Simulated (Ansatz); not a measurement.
# InO2: the cost of one run

Method: def2-SVP, all electrons in the functionals, frozen cores in the correlation of double hybrids and RPA; program: Ansatz 0.2.0, Gaussian basis.

Plan: wB97M-V, B2PLYP, RPA-PBE, at charge 0, quartet; charge 0, doublet; charge 0, sextet; charge 1, triplet; charge 1, quintet; displaced geometry v1; displaced geometry v2.

49 further runs of the same task are left out: 12 for a known fault of the program, 20 that didn't finish, 17 set aside as unsound or not needed.

**1. What is computed**

The geometry is a PBE0/def2-TZVP stationary point (not a proven minimum). No spin-orbit coupling is included. Elements past krypton take def2 core potentials.

3 atoms, charge 0, spin multiplicity 4.

Atoms are counted from 1 here; the program's logs count them from 0.

Bond lengths: In1–O2 2.055 Å, In1–O3 2.055 Å. Angles: O2–In1–O3 112.6°.

Geometry (Å):

```
In    0.0000   -0.2484    0.0000
O     0.0000    0.8913   -1.7097
O     0.0000    0.8913    1.7097
```

No dispersion term is added; wB97M-V holds VV10 nonlocal correlation.

The geometry shown and the zero of energy belong to the point charge 0, quartet. The yardstick, UCCSDT(Q), and other wave-function levels (R restricted, U unrestricted, valence and pair active spaces) come from earlier runs.

**2. wB97M-V, charge 0, quartet**

in.yaml

```yaml
crystal:
  periodic: [false, false, false]
  atoms:
    - {symbol: In, position_ang: [0.000000, -0.248386, 0.000000]}
    - {symbol: O, position_ang: [0.000000, 0.891259, -1.709721]}
    - {symbol: O, position_ang: [0.000000, 0.891259, 1.709721]}
basis:
  gaussian: {orbitals: def2-SVP}
magnetization: {spin_polarized: true, initial_magnetization: 3}
hamiltonian: {xc: {name: wB97M-V}}
output: {orbitals: {seedname: orbitals}}
```

Launch:

```console
$ ansatz run in.yaml --threads 1 --pin off --events-out ev --progress --plain --max-ram 2393MiB
```

**Question.** How long does this run take on 1 thread of Arm Neoverse V1, shared host?

About 48 s.
